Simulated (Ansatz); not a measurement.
**TaSi3: what a guessed cell relaxes into**

Aim: relax a trial structure of TaSi3 and see where it ends.

Program: Ansatz 0.2.0. Level of theory: DFT PBE, scalar-relativistic, plane waves, PAW. These are calculated values, not measurements.

### Step 1. The structure to begin with

It takes space group Pm-3m (No. 221, cubic). The conventional cell has a = 3.926 Å, b = 3.926 Å, c = 3.926 Å, α = 90.00°, β = 90.00°, γ = 90.00°. Ta (site symmetry m-3m) has 12 Si at 2.78 Å as nearest neighbours. Si (site symmetry 4/mmm) is surrounded by 4 Ta at 2.78 Å and 8 Si at 2.78 Å.

Coordinates:

```cif
data_structure
_symmetry_space_group_name_H-M 'P 1'
_symmetry_Int_Tables_number 1
_cell_length_a 3.9256
_cell_length_b 3.9256
_cell_length_c 3.9256
_cell_angle_alpha 90.000
_cell_angle_beta 90.000
_cell_angle_gamma 90.000
_cell_volume 60.49
loop_
_atom_site_label
_atom_site_type_symbol
_atom_site_fract_x
_atom_site_fract_y
_atom_site_fract_z
_atom_site_occupancy
Ta1 Ta 0.00000 0.00000 0.00000 1
Si1 Si 0.00000 0.50000 0.50000 1
Si2 Si 0.50000 0.00000 0.50000 1
Si3 Si 0.50000 0.50000 0.00000 1
```

Recipe of the guess: species swapped into a database cell of YGa3 (Pm-3m, No. 221), with Ta on the Y sites and Si on the Ga sites. Its size is a rough estimate.

### Step 2. A first look at the guess

input.yaml reads:

```yaml
crystal:
  lattice:
    - [3.92555867, 0.0, 0.0]
    - [0.0, 3.92555867, 0.0]
    - [0.0, 0.0, 3.92555867]
  atoms:
    - { symbol: Ta, position: [0.0, 0.0, 0.0] }
    - { symbol: Si, position: [0.0, 0.5, 0.5] }
    - { symbol: Si, position: [0.5, 0.0, 0.5] }
    - { symbol: Si, position: [0.5, 0.5, 0.0] }
basis:
  ecutwfc: 420
kpoints:
  mp_grid: { grid: [4, 4, 4] }
hamiltonian:
  xc: pbe
scf:
  occupations: { method: gaussian, width: 0.1 }
  lower_state_search: "off"
output:
  forces: true
  stress: true
  eigenvalues: true
```

The run is started by

```
$ ansatz run input.yaml --threads 1 --pin off --max-ram 2560MiB --backend cpu --events-out ev --progress --plain --runs-dir out
```

Standard output (excerpt; [...] marks lines left out):

```text
[...]
SCF converged after 6 iterations
Free energy (F): -11838.637731 eV
[...]
E sigma→0 (E₀):  -11838.625103 eV
Entropy (-TS):   -0.025256 eV (-6.314 meV/atom)
Fermi energy:    13.941019 eV
[...]
--- Forces (eV/Å), atoms counted from 1 ---
  atom   1  Ta    -0.00000000     0.00000000     0.00000000
  atom   2  Si    -0.00000000     0.00000000    -0.00000000
  atom   3  Si    -0.00000000    -0.00000000    -0.00000000
  atom   4  Si    -0.00000000     0.00000000     0.00000000
[...]
--- Stress (GPa, compression-positive) ---
       -3.734611      -0.000000       0.000000
       -0.000000      -3.734611       0.000000
        0.000000       0.000000      -3.734611
  P = ⅓ Tr σ = -3.7346 GPa (-37.346 kbar)
--- Band table (eV; the first three rows and the last of 10) ---
  k-point 0: bands = ["-54.6309", "-21.1700", "-21.1700", "-21.1700", "0.1074", "7.6591", "7.6591", "9.4448", "9.4448", "9.4448", "13.0174", "13.0174", "13.0174", "13.3147", "16.1079", "16.1079", "16.1079"]
[...]
```

It took 0.55 s on 1 thread of Intel Xeon 6975P-C (Granite Rapids), shared host; peak memory 0.33 GiB.

The probe gives pressure -3.7 GPa, largest force 0.00 eV/Å, gap on this mesh none (metal). The coarse relaxation is skipped.

### Step 3. Final relaxation

Changes to input.yaml since step 2:

```diff
@@ -13,3 +13,3 @@
 kpoints:
-  mp_grid: { grid: [4, 4, 4] }
+  mp_grid: { grid: [12, 12, 12] }
 hamiltonian:
@@ -18,3 +18,2 @@
   occupations: { method: gaussian, width: 0.1 }
-  lower_state_search: "off"
 output:
@@ -23 +22,10 @@
   eigenvalues: true
+  write_density: true
+  write_potential: true
+  elf: true
+  volumetric_format: npy
+relax:
+  adjacent_minimum: "off"
+  f_tol: 0.01
+  max_steps: 80
+  cell: { stress_tol: 0.05 }
```

The run is started by

```
$ ansatz run input.yaml --threads 1 --pin off --max-ram 2560MiB --backend cpu --events-out ev --progress --plain --runs-dir out
```

Standard output:

```text
Warning: RAYON_NUM_THREADS=1 ignored (pool sized by the plan → 1); use --threads N
Engine: ansatz 0.2.0, x86_64-unknown-linux-gnu
Pseudopotentials: kind: paw
Pseudopotential: Ta, paw, valence charge 13, recommended cutoff 420 eV (normal), Ta.paw.azcp
Pseudopotential: Si, paw, valence charge 4, recommended cutoff 420 eV (normal), Si.paw.azcp
Functional definition: PBE
  parameter kappa = 0.804
  parameter beta = 0.06672455060314922
  exchange = pbe_x(kappa = kappa, mu = beta*pi^2/3)
  correlation = pbe_c(beta = beta)
Crystal: 4 atoms, lattice volume = 60.493 Å³
Basis set: ecut = 420 eV, 1213 PW (Γ), exchange–correlation on 54×54×54 points (8 copies of the dense FFT grid, shifted against one another)
Bands: 17, of which v1, the nominal top of the filled ones, is band 13 counted from 1 (12 counted from 0)
Symmetry: 48 space group operations
Space group: Pm-3m (ITA 221), of the structure as read, at distance tolerance 3.9e-5 Å
k-points: 84 of 1728
Non-local potential: Ta, projectors of the file, l = 0: 3, l = 1: 2, l = 2: 2, l = 3: 1
Non-local potential: Si, projectors of the file, l = 0: 2, l = 1: 2, l = 2: 2
PAW form: soft (Blöchl's): semilocal exchange-correlation on the pseudo side does not see the compensation charge
PAW one-centre angular grid: Ta, 590 points (default); XC on 64 Gauss nodes
PAW one-centre angular grid: Si, 110 points (default); XC on 64 Gauss nodes
Initial density: superposition of atomic densities (neutral atoms: chi_scale 0, normalization atom), corrected by the library's trained network
Initial wavefunctions: pseudopotential atomic-orbital guess
Functional: x = pbe(κ = 0.804, μ = 0.2195149727645171), c = pbe(β = 0.06672455060314922)
SCF iter   1: F=—  HF=-11838.654064 eV  |F-HF|=—  |Δ(HF+E_count)|=         —  Δρ=5.84e-3  dr2=3.92e-2  ethr=1.77e-3  ⟨swp⟩=5.6  Hψ=7982  notcnv=0
preconditioner: auto → Kerker (q_TF=auto, 2.355 Å⁻¹)  [metal: Δε(μ)=0.007 eV  Ē_g=6.908 eV  σ=0.100 eV  W_gap=0.04  n_scr=18 (ndim 8)  ℏωp=19.7 eV  f_vac=0.000  D(μ)=3.05/eV (n_scr^D=26)]
SCF iter   2: F=—  HF=-11838.648906 eV  |F-HF|=—  |Δ(HF+E_count)|=   5.16e-3  Δρ=2.60e-3  dr2=4.34e-3  ethr=1.57e-4  ⟨swp⟩=1.0  Hψ=2103  notcnv=0
SCF iter   3: F=—  HF=-11838.648482 eV  |F-HF|=—  |Δ(HF+E_count)|=   4.24e-4  Δρ=1.08e-3  dr2=7.60e-4  ethr=1.74e-5  ⟨swp⟩=1.3  Hψ=1551  notcnv=0
SCF iter   4: F=—  HF=-11838.648340 eV  |F-HF|=—  |Δ(HF+E_count)|=   1.42e-4  Δρ=1.45e-4  dr2=1.22e-5  ethr=3.04e-6  ⟨swp⟩=2.4  Hψ=2029  notcnv=0
SCF iter   5: F=—  HF=-11838.648375 eV  |F-HF|=—  |Δ(HF+E_count)|=   3.55e-5  Δρ=2.72e-5  dr2=6.34e-7  ethr=4.89e-8  ⟨swp⟩=2.3  Hψ=2102  notcnv=0
SCF iter   6: F=-11838.648375 eV  HF=-11838.648375 eV  |F-HF|=4.82e-10  |Δ(HF+E_count)|=   2.85e-8  Δρ=3.89e-6  dr2=5.96e-9  ethr=4.00e-10  ⟨swp⟩=10.0  Hψ=10335  notcnv=0
SCF 1 converged in 6 iterations: F = -11838.648375 eV  dr2 = 5.96e-9
relax step   1: F+E_penalty+E_count = -11838.64837510 eV  Δ(F+E_penalty+E_count) = +0.000e0 eV  max|allowed force component| = 1.159e-30 eV/Å  Δτ_max = 0.0000 Å  P = -3.480 GPa  Ω = 60.493 Å³  (6 SCF iters, dr2 threshold 1.00e-7 eV, accepted)
Crystal: 4 atoms, lattice volume = 58.248 Å³
Basis set: ecut = 420 eV, 1141 PW (Γ), exchange–correlation on 54×54×54 points (8 copies of the dense FFT grid, shifted against one another)
Initial density: handed on by an earlier stage of this run
Initial wavefunctions: those handed on with the density
iter 1 solved again at ethr=2.51e-5 eV; its pass at ethr=3.10e-3 eV (dr2=6.26e-3 eV) is discarded
SCF iter   1: F=—  HF=-11838.664247 eV  |F-HF|=—  |Δ(HF+E_count)|=         —  Δρ=2.05e-3  dr2=6.10e-3  ethr=2.51e-5  ⟨swp⟩=1.1  Hψ=8751  notcnv=0
preconditioner: auto → Kerker (q_TF=auto, 2.370 Å⁻¹)  [metal: Δε(μ)=0.027 eV  Ē_g=7.091 eV  σ=0.100 eV  W_gap=0.15  n_scr=18 (ndim 8)  ℏωp=20.1 eV  f_vac=0.000  D(μ)=2.87/eV (n_scr^D=26)]
SCF iter   2: F=—  HF=-11838.663157 eV  |F-HF|=—  |Δ(HF+E_count)|=   1.09e-3  Δρ=7.66e-4  dr2=5.95e-4  ethr=2.44e-5  ⟨swp⟩=2.0  Hψ=1726  notcnv=0
SCF iter   3: F=—  HF=-11838.662966 eV  |F-HF|=—  |Δ(HF+E_count)|=   1.91e-4  Δρ=3.10e-4  dr2=6.88e-5  ethr=2.38e-6  ⟨swp⟩=2.0  Hψ=1894  notcnv=0
SCF iter   4: F=—  HF=-11838.662991 eV  |F-HF|=—  |Δ(HF+E_count)|=   2.57e-5  Δρ=4.20e-5  dr2=1.39e-6  ethr=2.75e-7  ⟨swp⟩=2.2  Hψ=2055  notcnv=0
SCF iter   5: F=-11838.662991 eV  HF=-11838.662991 eV  |F-HF|=4.85e-9  |Δ(HF+E_count)|=   4.12e-7  Δρ=5.36e-6  dr2=1.79e-8  ethr=1.60e-9  ⟨swp⟩=9.7  Hψ=10405  notcnv=0
SCF 2 converged in 5 iterations: F = -11838.662991 eV  dr2 = 1.79e-8
relax step   2: F+E_penalty+E_count = -11838.66299106 eV  Δ(F+E_penalty+E_count) = -1.462e-2 eV  max|allowed force component| = 1.471e-30 eV/Å  Δτ_max = 0.0000 Å  P = +1.662 GPa  Ω = 58.248 Å³  energy of the carried Pulay correction = +6.141e-4 eV  (5 SCF iters, dr2 threshold 4.00e-7 eV, accepted)
Crystal: 4 atoms, lattice volume = 58.955 Å³
Basis set: ecut = 420 eV, 1189 PW (Γ), exchange–correlation on 54×54×54 points (8 copies of the dense FFT grid, shifted against one another)
iter 1 solved again at ethr=2.65e-6 eV; its pass at ethr=3.10e-3 eV (dr2=6.63e-4 eV) is discarded
SCF iter   1: F=—  HF=-11838.666348 eV  |F-HF|=—  |Δ(HF+E_count)|=         —  Δρ=6.72e-4  dr2=6.72e-4  ethr=2.65e-6  ⟨swp⟩=2.0  Hψ=8559  notcnv=0
preconditioner: auto → Kerker (q_TF=auto, 2.365 Å⁻¹)  [metal: Δε(μ)=0.016 eV  Ē_g=7.035 eV  σ=0.100 eV  W_gap=0.09  n_scr=18 (ndim 8)  ℏωp=19.9 eV  f_vac=0.000  D(μ)=2.94/eV (n_scr^D=26)]
SCF iter   2: F=—  HF=-11838.666229 eV  |F-HF|=—  |Δ(HF+E_count)|=   1.20e-4  Δρ=2.43e-4  dr2=5.93e-5  ethr=2.65e-6  ⟨swp⟩=2.0  Hψ=1713  notcnv=0
SCF iter   3: F=—  HF=-11838.666257 eV  |F-HF|=—  |Δ(HF+E_count)|=   2.84e-5  Δρ=1.03e-4  dr2=8.09e-6  ethr=2.37e-7  ⟨swp⟩=1.9  Hψ=1788  notcnv=0
SCF iter   4: F=-11838.666254 eV  HF=-11838.666254 eV  |F-HF|=2.38e-7  |Δ(HF+E_count)|=   3.09e-6  Δρ=1.81e-5  dr2=3.24e-7  ethr=1.60e-9  ⟨swp⟩=7.7  Hψ=10340  notcnv=0
SCF 3 converged in 4 iterations: F = -11838.666254 eV  dr2 = 3.24e-7
relax step   3: F+E_penalty+E_count = -11838.66625395 eV  Δ(F+E_penalty+E_count) = -3.263e-3 eV  max|allowed force component| = 3.616e-31 eV/Å  Δτ_max = 0.0000 Å  P = -0.076 GPa  Ω = 58.955 Å³  energy of the carried Pulay correction = +4.182e-4 eV  (4 SCF iters, dr2 threshold 4.00e-7 eV, accepted)
Crystal: 4 atoms, lattice volume = 58.923 Å³
iter 1 solved again at ethr=9.48e-9 eV; its pass at ethr=3.10e-3 eV (dr2=2.37e-6 eV) is discarded
SCF iter   1: F=—  HF=-11838.666222 eV  |F-HF|=—  |Δ(HF+E_count)|=         —  Δρ=4.02e-5  dr2=2.39e-6  ethr=9.48e-9  ⟨swp⟩=2.0  Hψ=8513  notcnv=0
preconditioner: auto → Kerker (q_TF=auto, 2.365 Å⁻¹)  [metal: Δε(μ)=0.017 eV  Ē_g=7.035 eV  σ=0.100 eV  W_gap=0.10  n_scr=18 (ndim 8)  ℏωp=19.9 eV  f_vac=0.000  D(μ)=2.92/eV (n_scr^D=26)]
SCF iter   2: F=—  HF=-11838.666270 eV  |F-HF|=—  |Δ(HF+E_count)|=   4.78e-5  Δρ=1.06e-5  dr2=1.39e-7  ethr=9.48e-9  ⟨swp⟩=2.1  Hψ=1827  notcnv=0
SCF iter   3: F=-11838.666270 eV  HF=-11838.666270 eV  |F-HF|=6.24e-9  |Δ(HF+E_count)|=   5.53e-8  Δρ=3.21e-6  dr2=6.30e-9  ethr=5.83e-11  ⟨swp⟩=7.7  Hψ=7716  notcnv=0
SCF 4 converged in 3 iterations: F = -11838.666270 eV  dr2 = 6.30e-9
relax step   4: F+E_penalty+E_count = -11838.66627023 eV  Δ(F+E_penalty+E_count) = -1.627e-5 eV  max|allowed force component| = 3.336e-30 eV/Å  Δτ_max = 0.0000 Å  P = -0.001 GPa  Ω = 58.923 Å³  energy of the carried Pulay correction = +4.269e-4 eV  (3 SCF iters, dr2 threshold 1.46e-8 eV, accepted)
Initial wavefunctions: pseudopotential atomic-orbital guess (no wavefunctions were taken with the density)
iter 1 solved again at ethr=1.26e-8 eV; its pass at ethr=3.10e-3 eV (dr2=3.15e-6 eV) is discarded
SCF iter   1: F=—  HF=-11838.665839 eV  |F-HF|=—  |Δ(HF+E_count)|=         —  Δρ=2.87e-5  dr2=5.68e-8  ethr=1.26e-8  ⟨swp⟩=3.4  Hψ=12559  notcnv=0
SCF iter   2: F=—  HF=-11838.665887 eV  |F-HF|=—  |Δ(HF+E_count)|=   4.78e-5  Δρ=1.51e-5  dr2=1.97e-8  ethr=2.27e-10  ⟨swp⟩=2.0  Hψ=2155  notcnv=0
SCF iter   3: F=—  HF=-11838.665887 eV  |F-HF|=—  |Δ(HF+E_count)|=   4.03e-8  Δρ=1.29e-6  dr2=1.64e-9  ethr=7.88e-11  ⟨swp⟩=2.0  Hψ=2382  notcnv=0
SCF iter   4: F=—  HF=-11838.665887 eV  |F-HF|=—  |Δ(HF+E_count)|=  1.93e-10  Δρ=4.29e-7  dr2=9.29e-11  ethr=6.58e-12  ⟨swp⟩=1.9  Hψ=1721  notcnv=0
SCF iter   5: F=-11838.665887 eV  HF=-11838.665887 eV  |F-HF|=7.28e-12  |Δ(HF+E_count)|=  1.09e-11  Δρ=1.54e-7  dr2=1.45e-11  ethr=1.00e-12  ⟨swp⟩=5.7  Hψ=5963  notcnv=0
SCF 5 converged in 5 iterations: F = -11838.665887 eV  dr2 = 1.45e-11
relax step   5: F+E_penalty+E_count = -11838.66588693 eV  Δ(F+E_penalty+E_count) = +3.833e-4 eV  max|allowed force component| = 1.972e-30 eV/Å  Δτ_max = 0.0000 Å  P = -0.011 GPa  Ω = 58.923 Å³  stress off target by 1.13e-2 GPa  SCF on the basis re-selected at this cell (its energy is not comparable with the rows above)  (5 SCF iters)
basis re-selected at this cell: Δ(F+E_penalty+E_count) = +3.833e-4 eV, ΔP = -0.011 GPa vs the last step (what re-selecting the basis moved, of the pressure what is left beyond the Pulay correction that the steps carried, after the strain that the cell walked since its last selection, with what the two solves' SCF thresholds leave and, on support functions, any second-order correction that the steps lacked; it is no measure of the basis error at this ecutwfc). This SCF's stress stands 1.13e-2 GPa from its target on what of the cell is left free (relax.cell.stress_tol is 5.00e-2 GPa) and its largest allowed force component is 1.97e-30 eV/Å (relax.f_tol is 1.00e-2 eV/Å): within both
SCF converged after 5 iterations
Free energy (F): -11838.665887 eV
Harris-Foulkes:  -11838.665887 eV  (|F-HF|=7.28e-12)
Internal energy: -11838.651279 eV  (E = F + TS)
E sigma→0 (E₀):  -11838.658583 eV
Entropy (-TS):   -0.014608 eV (-3.652 meV/atom)
Fermi energy:    14.257651 eV
--- Per-component energies (eV) ---
  E_band       = -81.413868
  E_kinetic    = 493.025349
  E_local      = -847.107059  (includes V_loc(G=0)·N_el)
  E_nonlocal   = 90.413643
  E_hartree    = 325.519606
  E_xc         = -387.726904
  E_vxc        = -349.353178  (∫ρ·V_xc dr)
  E_paw        = -9933.859373  (= ΣΔE_a)
  E_vpaw       = -119.432096  (= ΣTr[D̂ρ^β])
  E_aug_tail   = 0.000202  (compensation charges beyond the density's cutoff)
  E_ewald      = -1578.916744
  E_smearing   = -0.014608  (= −TS)
  E_closure    = 0.000000  (closes the sum)
  Σ components = -11838.665887   (vs F -11838.665887, Δ=0.00e0)
--- Forces (eV/Å), atoms counted from 1 ---
  atom   1  Ta    -0.00000000     0.00000000    -0.00000000
  atom   2  Si     0.00000000     0.00000000     0.00000000
  atom   3  Si     0.00000000    -0.00000000    -0.00000000
  atom   4  Si     0.00000000     0.00000000     0.00000000
  max |Σ_I F_I| component: 2.63e-30 eV/Å
--- Stress (GPa, compression-positive) ---
       -0.011258      -0.000000      -0.000000
       -0.000000      -0.011258      -0.000000
       -0.000000      -0.000000      -0.011258
  P = ⅓ Tr σ = -0.0113 GPa (-0.113 kbar)
--- Band table (eV; the first three rows and the last of 84) ---
  k-point 0: bands = ["-54.1789", "-20.7329", "-20.7329", "-20.7329", "0.3265", "8.0020", "8.0020", "9.7992", "9.7992", "9.7992", "13.3799", "13.3799", "13.3799", "13.7030", "16.5963", "16.5963", "16.5963"]
  k-point 1: bands = ["-54.1788", "-20.7360", "-20.7326", "-20.7326", "0.4010", "7.5882", "8.0648", "9.7814", "9.7814", "10.0397", "13.2914", "13.2914", "13.4066", "14.0198", "15.4531", "16.8465", "16.8465"]
  k-point 2: bands = ["-54.1787", "-20.7445", "-20.7319", "-20.7319", "0.6228", "6.7125", "8.2521", "9.7284", "9.7284", "10.5332", "13.1199", "13.1199", "13.4818", "14.2707", "14.7675", "17.2344", "17.4394"]
  k-point 83: bands = ["-54.1768", "-20.7670", "-20.7670", "-20.7670", "5.5491", "5.5491", "5.5491", "7.0207", "8.8711", "8.8711", "8.8711", "12.7329", "15.3644", "15.3644", "17.3997", "17.3997", "17.3997"]
--- Relaxed structure (4 steps of the walk, 4 accepted, 1 SCFs on fresh bases) ---
  F+E_penalty+E_count = -11838.66588693 eV   max|allowed force component| = 1.972e-30 eV/Å   (the final SCF, on the basis selected at the relaxed cell)
  cell:  # Å, volume = 58.9234 Å³
    - [3.8913119329639874, 1.4444474582904265e-34, 4.49383653690355e-34]
    - [1.604941620322695e-35, 3.8913119329639874, 0.0]
    - [7.0617431294198645e-34, 0.0, 3.8913119329639874]
  atoms:
    - { symbol: Ta, position: [-6.388189535718705e-36, 2.9705081341087417e-36, 1.916456860715917e-37] }
    - { symbol: Si, position: [4.8550240471460396e-36, 0.5, 0.5] }
    - { symbol: Si, position: [0.5, -1.1179331687506033e-36, 0.5] }
    - { symbol: Si, position: [0.5, 0.5, 7.027008489288703e-37] }
```

Run time: 16 s. Hardware: 1 thread of Intel Xeon 6975P-C (Granite Rapids), shared host; peak memory 0.43 GiB.

Relaxation path:

```csv
step,E - E(step 1) (eV/cell),largest force component (eV/Å),pressure (GPa),volume (Å³)
1,0.0000,0.0000,-3.48,60.49
2,-0.0146,0.0000,1.66,58.25
3,-0.0179,0.0000,-0.08,58.95
4,-0.0179,0.0000,0.00,58.92
5,-0.0175,0.0000,-0.01,58.92
```

Step 1 is the start. Step 5 repeats the geometry before it on a plane-wave basis chosen anew for that cell, so its energy need not be comparable with the rows above.

|  | before | after | change |
| --- | --- | --- | --- |
| a (Å) | 3.926 | 3.891 | -0.9 % |
| b (Å) | 3.926 | 3.891 | -0.9 % |
| c (Å) | 3.926 | 3.891 | -0.9 % |
| volume (Å³/atom) | 15.12 | 14.73 | -2.6 % |
| shortest distance (Å) | 2.776 | 2.752 | -0.9 % |
| space group (0.01 Å) | Pm-3m | Pm-3m | same |

The run keeps the 48 symmetry operations of the start, so it could not have lowered the symmetry.

Density in a lattice plane of the grid's cell (edges 3.89 and 3.89 Å, at 0.000 of the third edge), which holds Ta and Si.

Ten even steps from '0' (0.05 e/Å³) to '9' (4.51 e/Å³):
```
899863100000000000136899
998742000000000000024789
776421000000000000012467
332210000000000000001223
111000000000000000000011
000000000000000000000000
000000000000000000000000
000000000000000000000000
000000000000000000000000
000000000000000000000000
000000000000000000000000
000000000000000000000000
000000000000000000000000
000000000000000000000000
111000000000000000000011
332210000000000000001223
776421000000000000012467
998742000000000000024789
899863100000000000136899
689863100000000000136898
```
Columns run along the first of these edges and rows up along the second, over one cell in 24 and 20 even steps from the bottom left corner. Atoms in the plane (fractional): Ta at (1.00, 0.00), Si at (0.50, 0.50).

ELF in the same plane.

Ten even steps from '0' (0.00) to '9' (0.73):
```
136997322222222222379963
789985222333333322258998
999863234455555443236899
876532356777777765323567
333223578999999987532233
112235799999899999753221
222357899986668999875322
223467998754445789976432
223467997544544579976432
223467987546864578976432
223467997544544579976432
223467998754445789976432
222357899986668999875322
112235799999899999753221
333223578999999987532233
876532356777777765323567
999863234455555443236899
789985222333333322258998
136997322222222222379963
015897322222222222379851
```
Columns run along the first of these edges and rows up along the second, over one cell in 24 and 20 even steps from the bottom left corner. Atoms in the plane (fractional): Ta at (1.00, 0.00), Si at (0.50, 0.50).

Both are smooth fields of the valence electrons: close to the nuclei they are not physical.

Maxima of ELF outside the ion cores: 0.73 on the Si–Ta line, 1.0 Å from Si.

### Step 4. Changed: mp_grid.grid [4, 4, 4], xc revpbe, ecutwfc left out

Changes to input.yaml since step 3:

```diff
@@ -10,8 +10,6 @@
     - { symbol: Si, position: [0.5, 0.5, 0.0] }
-basis:
-  ecutwfc: 420
 kpoints:
-  mp_grid: { grid: [12, 12, 12] }
+  mp_grid: { grid: [4, 4, 4] }
 hamiltonian:
-  xc: pbe
+  xc: revpbe
 scf:
@@ -20,8 +18,4 @@
   forces: true
+  eigenvalues: true
   stress: true
-  eigenvalues: true
-  write_density: true
-  write_potential: true
-  elf: true
-  volumetric_format: npy
 relax:
```

The run is started by

```
$ ansatz run input.yaml --threads 1 --pin off --max-ram 2560MiB --backend cpu --events-out ev --progress --plain --runs-dir out
```

Standard output (excerpt; [...] marks lines left out):

```text
Warning: RAYON_NUM_THREADS=1 ignored (pool sized by the plan → 1); use --threads N
[...]
[... 3 set-up lines as earlier in the session ...]
Functional definition: revPBE
[...]
Crystal: 4 atoms, lattice volume = 60.493 Å³
Basis set: ecut = 420 eV, 1213 PW (Γ), exchange–correlation on 54×54×54 points (8 copies of the dense FFT grid, shifted against one another)
Bands: 17, of which v1, the nominal top of the filled ones, is band 13 counted from 1 (12 counted from 0)
[... 2 set-up lines as earlier in the session ...]
k-points: 10 of 64
[...]
SCF iter   1: F=—  HF=-11854.171935 eV  |F-HF|=—  |Δ(HF+E_count)|=         —  Δρ=4.65e-3  dr2=1.67e-2  ethr=1.77e-3  ⟨swp⟩=5.2  Hψ=907  notcnv=0
[...]
  k-point 0: bands = ["-54.2707", "-20.8167", "-20.8167", "-20.8167", "0.2995", "7.9548", "7.9548", "9.7105", "9.7105", "9.7105", "13.3265", "13.3265", "13.3265", "13.6099", "16.4819", "16.4819", "16.4819"]
[...]
--- Relaxed structure (3 steps of the walk, 3 accepted, 1 SCFs on fresh bases) ---
  F+E_penalty+E_count = -11854.17728056 eV   max|allowed force component| = 1.035e-30 eV/Å   (the final SCF, on the basis selected at the relaxed cell)
  cell:  # Å, volume = 59.5187 Å³
    - [3.904370864001703, -5.7777898331617076e-34, -1.2839532962581572e-34]
    - [-6.4197664812907865e-34, 3.904370864001703, 1.6049416203226962e-35]
    - [-1.2839532962581572e-34, 1.6049416203226962e-35, 3.904370864001703]
  atoms:
    - { symbol: Ta, position: [-1.5331654885721455e-36, 1.405401697858061e-36, -8.971778611903242e-52] }
    - { symbol: Si, position: [2.5552758142865277e-36, 0.49999999999999994, 0.49999999999999994] }
    - { symbol: Si, position: [0.49999999999999994, -1.2776379071426691e-37, 0.49999999999999994] }
    - { symbol: Si, position: [0.49999999999999994, 0.49999999999999994, 2.5552758142865678e-37] }
```

It took 2.2 s on 1 thread of Intel Xeon 6975P-C (Granite Rapids), shared host; peak memory 0.34 GiB.

| run | ending | energy change | pressure (GPa) | gap (eV) | force (eV/Å) | cycles | time |
| --- | --- | --- | --- | --- | --- | --- | --- |
| step 3 | converged | - | 0.0 | 0.00 | 0.00 | - | 16 s |
| variant | converged | not comparable | 0.0 | 0.00 | 0.00 | - | 2.2 s |

A change of functional puts the total energy on another scale; the final volume goes from 58.92 to 59.52 Å³. The k-point mesh changed too.

### Step 5. Outcome

```
                              quantity                                                                      value
symmetry at the end (tolerance 0.05 Å)                                                space group Pm-3m (No. 221)
                     conventional cell  a = 3.891 Å, b = 3.891 Å, c = 3.891 Å, α = 90.00°, β = 90.00°, γ = 90.00°
                                volume                                                              14.73 Å³/atom
              energy over the elements                                                              +0.25 eV/atom
                       gap on the mesh                                                               none (metal)
```

The space group Pm-3m (No. 221) is kept, and the volume per atom shrinks by 2.6 % from the first guess. With a positive formation energy it can't be a ground state. No finished test with a distortion of lower symmetry is shown, so the end may be a saddle point. The runs treat Ta without spin-orbit coupling.
